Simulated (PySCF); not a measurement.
# BiH4S4 (Bi(SH)4-): the cost of one run

Method: PBE0, Bi def2-SVP with ECP60, S def2-SVP, H def2-SVP; scalar-relativistic core potentials, no spin–orbit coupling; program: PySCF 2.14.0.

1 further run of the same task is left out (for a known fault of the program).

**1. The starting structure**

9 atoms, charge -1, spin multiplicity 1.

Bond lengths: Bi1–S2 2.565 Å, Bi1–S4 2.565 Å, Bi1–S6 2.565 Å, Bi1–S8 2.565 Å, S2–H3 1.341 Å, S4–H5 1.341 Å, S6–H7 1.341 Å, S8–H9 1.341 Å. Angles: S2–Bi1–S4 109.5°, S2–Bi1–S6 109.5°, S2–Bi1–S8 109.5°, S4–Bi1–S6 109.5°, S4–Bi1–S8 109.5°, S6–Bi1–S8 109.5°, Bi1–S2–H3 104.2°, Bi1–S4–H5 104.2°, Bi1–S6–H7 104.2°, Bi1–S8–H9 104.2°.

Coordinates:

```xyz
9
BiH4S4
Bi    0.0000    0.0000    0.0000
S     1.4809    1.4809    1.4809
H     2.5907    0.7522    1.6714
S    -1.4809   -1.4809    1.4809
H    -2.5907   -0.7522    1.6714
S     1.4809   -1.4809   -1.4809
H     0.7522   -2.5907   -1.6714
S    -1.4809    1.4809   -1.4809
H    -0.7522    2.5907   -1.6714
```

Formal oxidation states: Bi +3.

**2. SCF at the start, singlet**

run.py (the lines that set the calculation)

```python
mol = gto.M(atom='''
Bi     0.00000     0.00000     0.00000
S      1.48090     1.48090     1.48090
H      2.59070     0.75220     1.67140
S     -1.48090    -1.48090     1.48090
H     -2.59070    -0.75220     1.67140
S      1.48090    -1.48090    -1.48090
H      0.75220    -2.59070    -1.67140
S     -1.48090     1.48090    -1.48090
H     -0.75220     2.59070    -1.67140''',
    basis={'Bi': 'def2-SVP', 'S': 'def2-SVP', 'H': 'def2-SVP'},
    ecp={'Bi': 'def2-SVP'},
    charge=-1, spin=0)
mf = dft.RKS(mol, xc='PBE0')
mf.grids.atom_grid = (50, 194)
mf = mf.density_fit()  # fitting sets: Bi def2-universal-JKFIT, S def2-universal-JKFIT, H def2-universal-JKFIT
mf.conv_tol = 1e-08; mf.max_cycle = 55
mf.kernel(dm0)  # dm0: free metal ions and neutral atoms
```

Launch:

```
> OMP_NUM_THREADS=2 python run.py
```

What time and memory should one allow on 2 threads of Arm Neoverse V1, shared host?

About 3.4 s, with a peak of 0.61 GiB.
